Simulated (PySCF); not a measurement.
**A diatomic session: SmH**

One table from this session's results is given with a row withheld; the runs are named, their logs left out.

Computed with PySCF 2.14.0. Level: Sm x2c-TZVPPall, H x2c-TZVPPall, spin-free X2C with a Gaussian nucleus.

Set-up of the first run:

The job is set up so:

```yaml
atoms: Sm, H
charge: 0
basis: Sm x2c-TZVPPall, H x2c-TZVPPall
Hamiltonian: spin-free X2C with a Gaussian nucleus
basis_functions: 127
electrons_treated: 63
masses_in_u: 151.9197, 1.0078
levels: PBE0, PBE, r²SCAN, PW91, r²SCANh, r²SCAN0, BHandHLYP, HSE06, HF, MP2, SCS-MP2
grid: 80 radial by 434 angular points
occupations: held fixed by the projection of orbital angular momentum
dissociation_limit: Sm + H, each in its ground configuration
starting_distance_in_angstrom: 1.850
values_of_2S_to_try: 5, 7, 9
```

Command:

```sh
$ OMP_NUM_THREADS=2 python dia.py task.json out
```

Steps of the session up to this table: The job; First curve: PBE0; Excited determinants; PBE (GGA); r²SCAN (meta-GGA); PW91; r²SCANh (hybrid meta-GGA); r²SCAN0 (hybrid meta-GGA); BHandHLYP; HSE06 (range-separated hybrid); UHF (mean field).

One of the session's tables, all rows but one given; the rest of the session is left out.

```
      level  Re (Å)  ωe (cm⁻¹)  De (eV)  μ (D)
        UHF   2.198       1193     1.56  -3.11
    UHF-MP2   2.078       1314     1.69    n/a
UHF-SCS-MP2   2.105       1286     1.71    n/a
        PBE   2.102       1224     2.09  -3.30
       PW91   2.099       1230     2.13  -3.31
     r²SCAN   2.098       1249     2.42  -3.44
    r²SCANh   2.103       1249     2.36  -3.51
       PBE0       ?          ?        ?      ?
    r²SCAN0   2.109       1250     2.28  -3.55
      HSE06   2.110       1240     2.05  -3.47
  BHandHLYP   2.131       1234     1.98  -3.60
```

Estimate the missing values for PBE0.

**Answer.** Re (Å): 2.108; ωe (cm⁻¹): 1241; De (eV): 2.06; μ (D): -3.41. In the column «Re (Å)» it lies between UHF-SCS-MP2 (2.105) and r²SCAN0 (2.109).

De is counted to Sm + H in their ground configurations.
